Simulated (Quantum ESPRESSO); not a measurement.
HfMo under changes of volume

One of the cells (18.375 Å³/atom); the others are scaled copies at fixed shape and fractional positions:

```
CELL_PARAMETERS angstrom
1.67120 -2.47247 0.00000
1.67120 2.47247 0.00000
0.00000 0.00000 4.44701
ATOMIC_POSITIONS crystal
Hf 0.00000 0.00000 0.00000
Mo 0.50000 0.50000 0.50000
```

The cell comes from a database or a generator and needn't be the stable form of this composition.

```yaml
Program: Quantum ESPRESSO 7.5
Functional: PBE
Potentials_or_basis: SSSP 1.3 efficiency PBE
Cutoff: 816 eV
Density_cutoff: 3265 eV
k_mesh: 10 × 10 × 6
Occupations: fermi-dirac, width 0.05 eV
Spin: no spin polarisation
```

```csv
volume (Å³/atom),energy over the lowest point (meV/atom),pressure (GPa)
17.273,36.74,11.2
17.640,15.98,7.1
18.008,3.99,3.5
18.375,0.00,0.1
18.743,?,?
19.110,13.20,-5.7
19.478,29.15,-8.2
```

Problem. What does the run at 18.743 Å³/atom give?

Solution. Energy over the lowest point 3.30 meV/atom; pressure -2.9 GPa.

Worked out: A Birch-Murnaghan fit of order 3 (a polynomial in V^(-2/3)) to the other rows has its minimum at 18.39 Å³/atom with B0 = V·E''(V) = 158 GPa and B' = 3.7 at fixed shape and positions, which overstates the stiffness. It gives 3.30 meV/atom at 18.743 Å³/atom, against the run's 3.30, and -dE/dV = -2.9 GPa, against -2.9.

Energies are extrapolated to zero smearing.
